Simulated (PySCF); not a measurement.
# Hf(SH)4: a change of charge

How does Hf(SH)4 respond at fixed geometry? The runs cover a change of charge. It is a constructed species; whether it can be made isn't addressed.

Program: PySCF 2.14.0. Level of theory: PBE0, Hf def2-SVP with ECP60, S def2-SVP, H def2-SVP; scalar-relativistic core potentials, no spin–orbit coupling. These are calculated values, not measurements.

1 further run of the same task is left out (for a known fault of the program).

## (1) The system as given

9 atoms, charge 0, spin multiplicity 1.

Bond lengths: Hf1–S2 2.431 Å, Hf1–S4 2.431 Å, Hf1–S6 2.431 Å, Hf1–S8 2.431 Å, S2–H3 1.357 Å, S4–H5 1.357 Å, S6–H7 1.357 Å, S8–H9 1.357 Å. Angles: S2–Hf1–S4 110.6°, S2–Hf1–S6 108.9°, S2–Hf1–S8 108.9°, S4–Hf1–S6 108.9°, S4–Hf1–S8 108.9°, S6–Hf1–S8 110.7°, Hf1–S2–H3 90.9°, Hf1–S4–H5 90.9°, Hf1–S6–H7 90.9°, Hf1–S8–H9 90.9°.

As a file:

```mol
H4HfS4
  3D, bonds by distance, orders not assigned

  9  8  0  0  0  0  0  0  0  0999 V2000
    0.0000   -0.0000    0.0000 Hf  0  0
    1.3422    1.4820    1.3832 S   0  0
    1.7792    0.4314    2.1232 H   0  0
   -1.3422   -1.4820    1.3832 S   0  0
   -1.7792   -0.4314    2.1232 H   0  0
    1.4820   -1.3422   -1.3831 S   0  0
    0.4313   -1.7791   -2.1233 H   0  0
   -1.4820    1.3422   -1.3831 S   0  0
   -0.4313    1.7791   -2.1233 H   0  0
  1  2  8  0
  1  4  8  0
  1  6  8  0
  1  8  8  0
  2  3  8  0
  4  5  8  0
  6  7  8  0
  8  9  8  0
M  END
```

Formal oxidation states: Hf +4. An earlier session relaxed this geometry at PBE0, Hf def2-SVP with ECP60, S def2-SVP, H def2-SVP (singlet, point group S4).

Its energy there is -1642.314109 Eh.

## (2) One electron removed, multiplicity 2

run.py (the lines that set the calculation)

```python
mol = gto.M(atom='''
Hf     0.00000     0.00000     0.00002
S      1.34218     1.48196     1.38321
H      1.77919     0.43136     2.12324
S     -1.34218    -1.48196     1.38321
H     -1.77919    -0.43136     2.12324
S      1.48197    -1.34219    -1.38314
H      0.43131    -1.77913    -2.12332
S     -1.48197     1.34219    -1.38314
H     -0.43131     1.77913    -2.12332''',
    basis={'Hf': 'def2-SVP', 'S': 'def2-SVP', 'H': 'def2-SVP'},
    ecp={'Hf': 'def2-SVP'},
    charge=1, spin=1)
mf = dft.UKS(mol, xc='PBE0')
mf.grids.atom_grid = (50, 194)
mf = mf.density_fit()  # fitting sets: Hf def2-universal-JKFIT, S def2-universal-JKFIT, H def2-universal-JKFIT
mf.conv_tol = 1e-08; mf.max_cycle = 55
mf.kernel(dm0)  # dm0: the density of the relaxed state
```

Started as:

```
> OMP_NUM_THREADS=2 python run.py
```

Standard output:

```text
init E= -1642.32071701719
cycle= 1 E= -1641.9377562044  delta_E= 0.383  |g|= 0.164  |ddm|= 0.703
  HOMO = -0.448304896891  LUMO = -0.436346842097  gap/eV = 0.32540
cycle= 2 E= -1641.84485882489  delta_E= 0.0929  |g|= 0.379  |ddm|= 0.984
  HOMO = -0.459532791704  LUMO = -0.431973226979  gap/eV = 0.74993
cycle= 3 E= -1641.95576983386  delta_E= -0.111  |g|= 0.0897  |ddm|= 0.832
  HOMO = -0.446463761204  LUMO = -0.420332200646  gap/eV = 0.71108
cycle= 4 E= -1641.96247616219  delta_E= -0.00671  |g|= 0.0196  |ddm|= 0.219
  HOMO = -0.450259369647  LUMO = -0.414050827321  gap/eV = 0.98528
cycle= 5 E= -1641.96278473847  delta_E= -0.000309  |g|= 0.0153  |ddm|= 0.041
  HOMO = -0.450312846148  LUMO = -0.41332384923  gap/eV = 1.00652
cycle= 6 E= -1641.96293344797  delta_E= -0.000149  |g|= 0.0124  |ddm|= 0.0256
  HOMO = -0.45023337831  LUMO = -0.41318025797  gap/eV = 1.00827
cycle= 7 E= -1641.96304618577  delta_E= -0.000113  |g|= 0.00969  |ddm|= 0.0239
  HOMO = -0.450072825647  LUMO = -0.412945083674  gap/eV = 1.01030
cycle= 8 E= -1641.96311608659  delta_E= -6.99e-05  |g|= 0.00807  |ddm|= 0.0225
  HOMO = -0.450104946374  LUMO = -0.412661610067  gap/eV = 1.01889
cycle= 9 E= -1641.96321346272  delta_E= -9.74e-05  |g|= 0.00492  |ddm|= 0.0427
  HOMO = -0.450182308158  LUMO = -0.412553322786  gap/eV = 1.02394
cycle= 10 E= -1641.96325108203  delta_E= -3.76e-05  |g|= 0.00223  |ddm|= 0.0285
  HOMO = -0.450210144176  LUMO = -0.412548708199  gap/eV = 1.02482
cycle= 11 E= -1641.96325972184  delta_E= -8.64e-06  |g|= 0.000622  |ddm|= 0.0161
  HOMO = -0.450195659177  LUMO = -0.412572050471  gap/eV = 1.02379
cycle= 12 E= -1641.96326045969  delta_E= -7.38e-07  |g|= 0.000176  |ddm|= 0.0048
  HOMO = -0.450193978246  LUMO = -0.412574781275  gap/eV = 1.02367
cycle= 13 E= -1641.96326051697  delta_E= -5.73e-08  |g|= 7.01e-05  |ddm|= 0.00121
  HOMO = -0.450195317658  LUMO = -0.412570220593  gap/eV = 1.02383
cycle= 14 E= -1641.96326052741  delta_E= -1.04e-08  |g|= 1.02e-05  |ddm|= 0.000707
  HOMO = -0.450194096749  LUMO = -0.412571139983  gap/eV = 1.02377
cycle= 15 E= -1641.9632605277  delta_E= -2.96e-10  |g|= 7.18e-06  |ddm|= 5.96e-05
  HOMO = -0.450193296299  LUMO = -0.412571054858  gap/eV = 1.02375
Extra cycle  E= -1641.96326052754  delta_E= 1.62e-10  |g|= 1.65e-05  |ddm|= 4.02e-05
converged SCF energy = -1641.96326052754  <S^2> = 0.7681055  2S+1 = 2.0180243
```

Wall time 8.2 s (2 threads of Arm Neoverse V2, shared host).

Read off: E = -1641.963261 Eh (+9.547 eV from the relaxed state), HOMO -12.25 eV, LUMO -11.23 eV (over both spins), ⟨S²⟩ = 0.768, Mulliken charge on Hf1 +0.71 e. 

## (3) One electron added, multiplicity 2

Changes to run.py (the lines that set the calculation) since step 2:

```diff
@@ -12,3 +12,3 @@
     ecp={'Hf': 'def2-SVP'},
-    charge=1, spin=1)
+    charge=-1, spin=1)
 mf = dft.UKS(mol, xc='PBE0')
```

Started as:

```
> OMP_NUM_THREADS=2 python run.py
```

Standard output:

```text
init E= -1642.32039472208
  HOMO = -0.0837573743545  LUMO = -0.0801683311227  gap/eV = 0.09766
cycle= 1 E= -1642.28678623537  delta_E= 0.0336  |g|= 0.266  |ddm|= 1.31
  HOMO = 0.129814726258  LUMO = 0.154986413249  gap/eV = 0.68496
cycle= 2 E= -1642.21295141692  delta_E= 0.0738  |g|= 0.414  |ddm|= 1.36
  HOMO = 0.045997114519  LUMO = 0.132111055317  gap/eV = 2.34328
cycle= 3 E= -1642.33713555547  delta_E= -0.124  |g|= 0.0367  |ddm|= 0.962
  HOMO = 0.03812120187  LUMO = 0.128699594976  gap/eV = 2.46476
cycle= 4 E= -1642.33803364061  delta_E= -0.000898  |g|= 0.0119  |ddm|= 0.0906
  HOMO = 0.0368210359571  LUMO = 0.129190111471  gap/eV = 2.51349
cycle= 5 E= -1642.33816152716  delta_E= -0.000128  |g|= 0.00331  |ddm|= 0.037
  HOMO = 0.0366101544718  LUMO = 0.129352985995  gap/eV = 2.52366
cycle= 6 E= -1642.33817766849  delta_E= -1.61e-05  |g|= 0.0012  |ddm|= 0.0144
  HOMO = 0.0365897652884  LUMO = 0.129457384388  gap/eV = 2.52706
cycle= 7 E= -1642.33818139565  delta_E= -3.73e-06  |g|= 0.000352  |ddm|= 0.00791
  HOMO = 0.0365837219611  LUMO = 0.129480613834  gap/eV = 2.52785
cycle= 8 E= -1642.33818204115  delta_E= -6.45e-07  |g|= 0.000182  |ddm|= 0.00329
  HOMO = 0.0365751970973  LUMO = 0.129477542977  gap/eV = 2.52800
cycle= 9 E= -1642.33818235359  delta_E= -3.12e-07  |g|= 7.17e-05  |ddm|= 0.00337
  HOMO = 0.0365739206784  LUMO = 0.129479686797  gap/eV = 2.52809
cycle= 10 E= -1642.3381824053  delta_E= -5.17e-08  |g|= 2.14e-05  |ddm|= 0.0017
  HOMO = 0.036573332854  LUMO = 0.129480037728  gap/eV = 2.52812
cycle= 11 E= -1642.33818240883  delta_E= -3.53e-09  |g|= 7.27e-06  |ddm|= 0.00046
  HOMO = 0.0365736089056  LUMO = 0.129480074385  gap/eV = 2.52811
Extra cycle  E= -1642.33818240895  delta_E= -1.21e-10  |g|= 4.55e-06  |ddm|= 4.33e-05
converged SCF energy = -1642.33818240895  <S^2> = 0.75357871  2S+1 = 2.0035755
```

Wall time 6.6 s (2 threads of Arm Neoverse V2, shared host).

Read off: E = -1642.338182 Eh (-0.655 eV from the relaxed state), HOMO 1.00 eV, LUMO 3.32 eV (over both spins), ⟨S²⟩ = 0.754, Mulliken charge on Hf1 +0.35 e. The highest filled level lies above zero; it isn't the detachment energy.

## (4) The states side by side

| state | energy from the relaxed state (eV) | ⟨S²⟩ | time |
| --- | --- | --- | --- |
| charge 0, singlet, vacuum (relaxed) | 0 | 0.00 |  |
| charge -1, doublet, vacuum | -0.66 | 0.75 | 6.6 s |
| charge +1, doublet, vacuum | 9.55 | 0.77 | 8.2 s |

An electron taken off or put on is at rest in vacuum. 

Removing an electron vertically costs 9.55 eV (doublet), against −HOMO = 7.86 eV. Adding an electron vertically releases 0.66 eV (doublet). These are double-zeta-type bases without diffuse functions. Spin–orbit coupling is left out.
